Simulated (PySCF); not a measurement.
**C2H10N2Si (SMILES CN[SiH2]NC) at 5 levels**

We compute a comparison of 5 runs (HF/def2-SVP, B3LYP/6-31G*, BLYP/6-31G**, PBE0/def2-SVP, wB97X/def2-SVPD) of C2H10N2Si. The job is set up through a Python script.

The calculation is run with PySCF 2.14.0.

### 1 The structure to begin with

C2H10N2Si has 15 atoms, charge 0, and is taken as a singlet. SMILES: `CN[SiH2]NC`. The shape is that of a PBE0-D4/def2-TZVP optimisation. This is one conformer, not always the lowest.

Bond lengths: C1–N2 1.444 Å, N2–Si3 1.711 Å, Si3–N4 1.709 Å, N4–C5 1.445 Å, C1–H6 1.095 Å, C1–H7 1.092 Å, C1–H8 1.097 Å, N2–H9 1.008 Å, Si3–H10 1.495 Å, Si3–H11 1.494 Å, N4–H12 1.007 Å, C5–H13 1.092 Å, C5–H14 1.095 Å, C5–H15 1.098 Å. Some angles: C1–N2–Si3 125.8°, N2–Si3–N4 109.2°, Si3–N4–C5 125.2°, C1–N2–H9 113.9°, Si3–N2–H9 117.9°, N2–C1–H6 111.4°, N2–C1–H7 109.3°, N2–C1–H8 113.4°, N2–Si3–H10 103.0°, N2–Si3–H11 117.3°.

### 2 Energy and forces at HF/def2-SVP (run 1)

Input file run.py:

```python
import pyscf.grad
from pyscf import gto

mol = gto.M(
    atom='''
C     -0.498132     3.883576    -2.391070
N      0.148532     1.273297    -1.925064
Si    -1.723619    -0.903667    -0.438416
N      0.148155    -3.014302     1.133269
C      1.962859    -2.372929     3.071561
H      1.130056     5.127961    -2.102320
H     -1.963047     4.472604    -1.061081
H     -1.227944     4.223160    -4.302339
H      1.587559     0.630413    -2.994649
H     -3.432499     0.698821     1.139694
H     -3.327808    -2.560012    -2.067738
H     -0.368308    -4.845258     1.112293
H      2.540170    -0.405346     2.837802
H      3.670982    -3.530386     2.921895
H      1.213393    -2.583445     4.993979
''',
    spin=0,
    max_memory=1860,
    basis='def2-svp',
    charge=0,
    unit='bohr',
    verbose=3,
)

hf = mol.RHF()
hf.conv_tol = 1e-10
hf.kernel()
if not hf.converged:
    hf = hf.newton().run(hf.mo_coeff, hf.mo_occ)

energy = hf.e_tot
print('E(%s) = %.9f' % ('HF', energy))
grad = hf.Gradients().kernel()
dip = hf.dip_moment()
pop, q = hf.mulliken_pop()
```

Launch:

```bash
$ OMP_NUM_THREADS=1 python run.py
```

Standard output:

```text
converged SCF energy = -479.193574236872
[... 9 lines left out ...]
Dipole moment(X, Y, Z, Debye):  0.94553, -0.14965, -0.06976
[... 140 lines left out ...]
charge of   14H =      0.01778
```

Run time: 14 s. Hardware: 1 thread of Arm Neoverse V2, shared host; peak memory 0.34 GiB.

### 3 Energy and gradient at B3LYP/6-31G(d) (spherical functions) (run 2)

Input file input.py:

```python
# CN[SiH2]NC
from pyscf import gto, dft

mol = gto.M(
    atom='''
C     -0.498132     3.883576    -2.391070
N      0.148532     1.273297    -1.925064
Si    -1.723619    -0.903667    -0.438416
N      0.148155    -3.014302     1.133269
C      1.962859    -2.372929     3.071561
H      1.130056     5.127961    -2.102320
H     -1.963047     4.472604    -1.061081
H     -1.227944     4.223160    -4.302339
H      1.587559     0.630413    -2.994649
H     -3.432499     0.698821     1.139694
H     -3.327808    -2.560012    -2.067738
H     -0.368308    -4.845258     1.112293
H      2.540170    -0.405346     2.837802
H      3.670982    -3.530386     2.921895
H      1.213393    -2.583445     4.993979
''',
    verbose=4,
    charge=0,
    basis='6-31g*',
    max_memory=1860,
    unit='bohr',
)

mf = dft.RKS(mol, xc='b3lyp')
mf.grids.level = 5
mf.conv_tol = 1e-10
mf.kernel()
if not mf.converged:
    mf = mf.newton().run(mf.mo_coeff, mf.mo_occ)

e_tot = mf.e_tot
print('Final energy', e_tot)
grad = mf.nuc_grad_method().kernel()
mf.analyze()
```

Launch:

```bash
$ OMP_NUM_THREADS=1 python input.py
```

Standard output:

```text
PySCF version 2.14.0

[... 101 lines left out ...]
Two-electron Energy =                  421.335656686563254
[... 13 lines left out ...]
MO #10  energy= -0.873370302405457 occ= 2
[... 11 lines left out ...]
MO #22  energy= -0.347976364339116 occ= 2
[... 11 lines left out ...]
MO #34  energy= 0.177469791532112  occ= 0
[... 11 lines left out ...]
MO #46  energy= 0.566398562274727  occ= 0
[... 11 lines left out ...]
MO #58  energy= 0.903608338478168  occ= 0
[... 11 lines left out ...]
MO #70  energy= 1.15895830770056   occ= 0
[... 11 lines left out ...]
MO #82  energy= 2.05345748392197   occ= 0
[... 11 lines left out ...]
MO #94  energy= 2.68590452938723   occ= 0
[... 112 lines left out ...]
Dipole moment(X, Y, Z, Debye):  1.02015, -0.24303, -0.06592
```

Wall time 49 s (1 thread of Arm Neoverse V2, shared host); peak memory 0.97 GiB.

Runs 3 to 4 aren't shown in full; the table further down has their settings and results.

### 4 Energy and forces at wB97X/def2-SVPD (run 5)

Input file job.py:

```python
from pyscf import gto, dft

system = gto.M(
    atom='''
C     -0.263600     2.055100    -1.265300
N      0.078600     0.673800    -1.018700
Si    -0.912100    -0.478200    -0.232000
N      0.078400    -1.595100     0.599700
C      1.038700    -1.255700     1.625400
H      0.598000     2.713600    -1.112500
H     -1.038800     2.366800    -0.561500
H     -0.649800     2.234800    -2.276700
H      0.840100     0.333600    -1.584700
H     -1.816400     0.369800     0.603100
H     -1.761000    -1.354700    -1.094200
H     -0.194900    -2.564000     0.588600
H      1.344200    -0.214500     1.501700
H      1.942600    -1.868200     1.546200
H      0.642100    -1.367100     2.642700
''',
    charge=0,
    max_memory=1860,
    verbose=4,
    basis='def2-svpd',
)

mf = dft.RKS(system)
mf.xc = 'wb97x'
mf.conv_tol = 1e-10
mf.grids.level = 5
mf.kernel()
if not mf.converged:
    mf = mf.newton().run(mf.mo_coeff, mf.mo_occ)

e_tot = mf.e_tot
print('E = %.10f Eh' % e_tot)
grad = mf.nuc_grad_method().kernel()
mf.analyze()
```

Launch:

```bash
$ OMP_NUM_THREADS=1 python job.py
```

Standard output:

```text
PySCF version 2.14.0

[... 102 lines left out ...]
DFT Exchange-Correlation Energy =      -49.321144371784541
[... 24 lines left out ...]
MO #23  energy= -0.430392288164335 occ= 2
[... 22 lines left out ...]
MO #46  energy= 0.287007061857059  occ= 0
[... 22 lines left out ...]
MO #69  energy= 0.471336328246752  occ= 0
[... 22 lines left out ...]
MO #92  energy= 0.686400506449417  occ= 0
[... 22 lines left out ...]
MO #115 energy= 1.13983463532854   occ= 0
[... 22 lines left out ...]
MO #138 energy= 1.80538771904659   occ= 0
[... 22 lines left out ...]
MO #161 energy= 2.41389938043114   occ= 0
[... 22 lines left out ...]
MO #184 energy= 3.56953965537054   occ= 0
[... 202 lines left out ...]
Dipole moment(X, Y, Z, Debye):  0.93290, -0.13547, -0.04596
```

Run time: 3.6 min. Hardware: 1 thread of Arm Neoverse V2, shared host; peak memory 2.6 GiB.

### 5 The series

| run | level | integration grid | energy (Eh) | dipole moment (D) | HOMO energy (eV) | LUMO energy (eV) | wall time |
| --- | --- | --- | --- | --- | --- | --- | --- |
| 1 | HF/def2-SVP | – | -479.193574 | 0.96 | -9.87 | 4.84 | 14 s |
| 2 | B3LYP/6-31G* (spherical functions) | 5 | -481.252157 | 1.05 | -6.07 | 1.57 | 49 s |
| 3 | BLYP/6-31G** (spherical functions) | 5 | -481.130993 | 1.09 | -4.78 | 1.03 | 72 s |
| 4 | PBE0/def2-SVP | 5 | -480.674171 | 1.10 | -6.43 | 1.77 | 66 s |
| 5 | wB97X/def2-SVPD | 5 | -480.989925 | 0.94 | -9.01 | 2.49 | 3.6 min |

### 6 Results

| quantity | value |
| --- | --- |
| run 5: total energy | -480.98993 Eh |
| run 5: dipole moment | 0.94 D |
| run 5: HOMO energy | -9.01 eV |
| run 5: LUMO energy | 2.49 eV |
| run 5: HOMO–LUMO gap | 11.50 eV |
| run 5: largest force on an atom | 0.532 eV/Å |

**Reading.** The dipole moment (its size) runs from 0.94 D (wB97X/def2-SVPD) to 1.10 D (PBE0/def2-SVP). The two ends differ in method and basis. The HOMO–LUMO gap runs from 5.81 eV (BLYP/6-31G**) to 14.71 eV (HF/def2-SVP). Totals of different functionals can't be ranked against each other. All runs together took 7 min, the longest 3.6 min.
